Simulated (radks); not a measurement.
# Fractional charge and spin in the 5s shell of antimony

The task here is to estimate one member of a computed series from the others.

Program: radks (a radial shooting solver on a logarithmic mesh, Libxc functionals) version 1. Level of theory: scalar-relativistic Kohn-Sham, BLYP, spin-polarised, spherical densities, finite nucleus. These are calculated values, not measurements, unless marked.

## Starting point

| Property | Result |
| --- | --- |
| element | antimony (Z = 51) |
| configuration | [Kr] 4d10 5p(up 1.5, down 1.5) 5s(up 1, down 1) |
| nuclear rms radius | 4.6802 fm |

A shell typed twice in an input gives spin up, then spin down.

The first run:

Settings of this run:

```text
Z 51
configuration [Kr] 4d10 5p1.5 5p1.5 5s1 5s1
relativity scalar-relativistic
functional b88,lyp
spin polarised
nucleus finite rms 4.6802 fm
c 137.035999084
```

Among the steps run: 5s: up 1, down 1.

One table of the session follows, with a row left open; its other results are not shown here.

It belongs to the step «5s: up 1, down 1». From the orbitals of this run (lengths in bohr):

```
level     <r>  outermost maximum (interpolated)  90 % within  nodes
   3s       ?                                 ?            ?      ?
   3p  0.3288                             0.293        0.494      1
   3d  0.3055                             0.244        0.481      0
   4s  0.7906                             0.722         1.14      3
   4p  0.8523                             0.762         1.25      2
   4d   1.031                             0.846         1.59      1
   5s   2.221                              1.89         3.28      4
   5p   2.933                              2.33         4.51      3
```

Q: Estimate the row for 3s from the others.

The run gave: <r>: 0.3306; outermost maximum (interpolated): 0.300; 90 % within: 0.486; nodes: 2. In the column «<r>» it lies between 3p (0.3288) and 4s (0.7906).
